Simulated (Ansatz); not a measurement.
# AlCl₃H₃N: up Jacob's ladder to CCSD(T)

One table from this session's results is given with a row withheld; the runs are named, their logs left out.

Computed with Ansatz 0.2.0, Gaussian basis. Level: functionals in def2-TZVPP, the program's frozen cores in correlated methods.

Levels to be run: LDA (SPW92), PBE-D4, revPBE-D4, BLYP-D4, r2SCAN-D4, B97M-V, PBE0-D4, B3LYP-D4, r2SCANh-D4, r2SCAN0-D4, HSE06-D4, BHLYP-D4, CAM-B3LYP-D4, LC-ωPBE, ωB97X-V, ωB97M-V, B2PLYP, PBE-QIDH; CCSD(T)/def2-SVP; CCSD(T)/def2-TZVPP; MP2/def2-QZVPP; extrapolation to the limit; RPA on PBE.

## The relaxed structure

The geometry comes from an earlier relaxation with PBE0-D4 in a triple-zeta def2 set; it is a stationary point, not always the lowest conformer.

8 atoms, charge 0, spin multiplicity 1.

Atoms are counted from 1 here; the program's logs count them from 0.

Bond lengths: N1–Al2 1.997 Å, N1–H6 1.016 Å, N1–H7 1.016 Å, N1–H8 1.016 Å, Al2–Cl3 2.111 Å, Al2–Cl4 2.111 Å, Al2–Cl5 2.111 Å. Angles: Al2–N1–H6 110.8°, Al2–N1–H7 110.8°, Al2–N1–H8 110.8°, H6–N1–H7 108.1°, H6–N1–H8 108.1°, H7–N1–H8 108.1°, N1–Al2–Cl3 101.0°, N1–Al2–Cl4 101.0°, N1–Al2–Cl5 101.0°, Cl3–Al2–Cl4 116.5°, Cl3–Al2–Cl5 116.4°, Cl4–Al2–Cl5 116.4°.

Set-up of the first run:

Contents of in.yaml:

```yaml
crystal:
  periodic: [false, false, false]
  atoms:
    - {symbol: N, position_ang: [-0.688690, -0.243721, 0.686926]}
    - {symbol: Al, position_ang: [0.690230, 0.222040, -0.679825]}
    - {symbol: Cl, position_ang: [2.132368, -1.278279, -0.324299]}
    - {symbol: Cl, position_ang: [-0.431648, 0.046484, -2.459636]}
    - {symbol: Cl, position_ang: [1.204458, 2.180348, -0.081697]}
    - {symbol: H, position_ang: [-0.296790, -0.203372, 1.623846]}
    - {symbol: H, position_ang: [-1.472098, 0.402418, 0.644480]}
    - {symbol: H, position_ang: [-1.045729, -1.183018, 0.534405]}
basis:
  gaussian: {orbitals: def2-TZVPP}
hamiltonian: {xc: lda}
output: {orbitals: {seedname: orbitals}}
```

Run with:

```
> ansatz run in.yaml --threads 4 --pin off --events-out ev --progress --plain --max-ram 10444MiB
```

Among the steps run: LDA; PBE-D4 (GGA); revPBE-D4 (GGA); BLYP-D4 (GGA); r2SCAN-D4 (meta-GGA); B97M-V (meta-GGA); B3LYP-D4 (hybrid); r2SCANh-D4 (hybrid); r2SCAN0-D4 (hybrid); HSE06-D4 (hybrid); BHLYP-D4 (hybrid); CAM-B3LYP-D4 (range-separated); LC-ωPBE (range-separated); ωB97X-V (range-separated); ωB97M-V (range-separated); B2PLYP (double hybrid); PBE-QIDH (double hybrid).

One table of the session follows, with a row left open; its other results are not shown here.

It belongs to the step «Orbital energies across the functionals». 

```
  functional  HOMO (eV)  gap (eV)
 LDA (SPW92)      -7.23      5.76
      PBE-D4          ?         ?
   revPBE-D4      -7.04      5.77
     BLYP-D4      -6.91      5.53
   r2SCAN-D4      -7.47      6.84
      B97M-V      -7.54      6.40
     PBE0-D4      -8.50      7.98
    B3LYP-D4      -8.20      7.32
  r2SCANh-D4      -7.98      7.59
  r2SCAN0-D4      -8.75      8.70
    HSE06-D4      -8.10      7.22
    BHLYP-D4      -9.74      9.82
CAM-B3LYP-D4      -9.85     10.08
     LC-ωPBE     -11.32     12.89
     ωB97X-V     -10.92     12.27
     ωB97M-V     -10.75     11.65
```

**Question.** Estimate the row for PBE-D4.

As computed: HOMO (eV): -7.09; gap (eV): 5.75. In the column «HOMO (eV)» it lies between LDA (SPW92) (-7.23) and revPBE-D4 (-7.04).
